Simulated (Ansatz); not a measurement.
**FGeH₄NSi: small, medium and large basis sets**

One table from this session's results is given with a row withheld; the runs are named, their logs left out.

Method: one geometry, several basis sets; program: Ansatz 0.2.0, Gaussian basis.

Plan: PBE0-D4/def2-SVP; ωB97M-V/def2-SVP; PBE0-D4/def2-QZVPP; ωB97M-V/def2-QZVPP; the functionals' def2-TZVPP values are taken from earlier runs.

## Structure used throughout

An earlier PBE0-D4 in a triple-zeta def2 set relaxation fixed the geometry.

8 atoms, charge 0, spin multiplicity 1.

Atoms are counted from 1 here; the program's logs count them from 0.

Bond lengths: F1–Ge2 1.747 Å, Ge2–N3 1.851 Å, Ge2–Si4 2.288 Å, Ge2–H5 1.533 Å, N3–Si4 1.715 Å, N3–H6 1.006 Å, Si4–H7 1.486 Å, Si4–H8 1.487 Å. Angles: F1–Ge2–N3 112.0°, F1–Ge2–Si4 120.3°, F1–Ge2–H5 103.5°, N3–Ge2–Si4 47.5°, N3–Ge2–H5 116.7°, Si4–Ge2–H5 136.2°, Ge2–N3–Si4 79.7°, Ge2–N3–H6 140.6°, Si4–N3–H6 139.5°, Ge2–Si4–N3 52.7°, Ge2–Si4–H7 121.4°, Ge2–Si4–H8 124.6°, N3–Si4–H7 119.4°, N3–Si4–H8 118.9°, H7–Si4–H8 109.2°.

The first run:

The input, in.yaml:

```yaml
crystal:
  periodic: [false, false, false]
  atoms:
    - {symbol: F, position_ang: [-0.820537, 2.304778, 0.554132]}
    - {symbol: Ge, position_ang: [-0.230466, 1.053329, -0.512542]}
    - {symbol: N, position_ang: [0.918641, -0.110920, 0.352751]}
    - {symbol: Si, position_ang: [-0.418311, -1.149453, 0.077042]}
    - {symbol: H, position_ang: [0.346612, 1.835233, -1.698161]}
    - {symbol: H, position_ang: [1.816543, -0.123490, 0.806996]}
    - {symbol: H, position_ang: [-1.259864, -1.574553, 1.225853]}
    - {symbol: H, position_ang: [-0.260418, -2.292124, -0.861970]}
basis:
  gaussian: {orbitals: def2-SVP}
hamiltonian: {xc: pbe0, dispersion: d4}
output: {orbitals: {seedname: orbitals}}
```

Started as:

```console
$ ansatz run in.yaml --threads 4 --pin off --events-out ev --progress --plain --max-ram 10444MiB
```

Steps of the session up to this table: PBE0-D4 in def2-SVP; ωB97M-V in def2-SVP; PBE0-D4 in def2-QZVPP; ωB97M-V in def2-QZVPP.

One of the session's tables, all rows but one given; the rest of the session is left out.

It belongs to the step «Functionals by basis». 

```
functional       basis  HOMO (eV)
   PBE0-D4    def2-SVP          ?
   PBE0-D4  def2-TZVPP      -7.46
   PBE0-D4  def2-QZVPP      -7.49
   ωB97M-V    def2-SVP      -9.41
   ωB97M-V  def2-TZVPP      -9.49
   ωB97M-V  def2-QZVPP      -9.52
```

Estimate the missing values for PBE0-D4, def2-SVP.

The run gave: HOMO (eV): -7.42. In the column «HOMO (eV)» it is the highest.
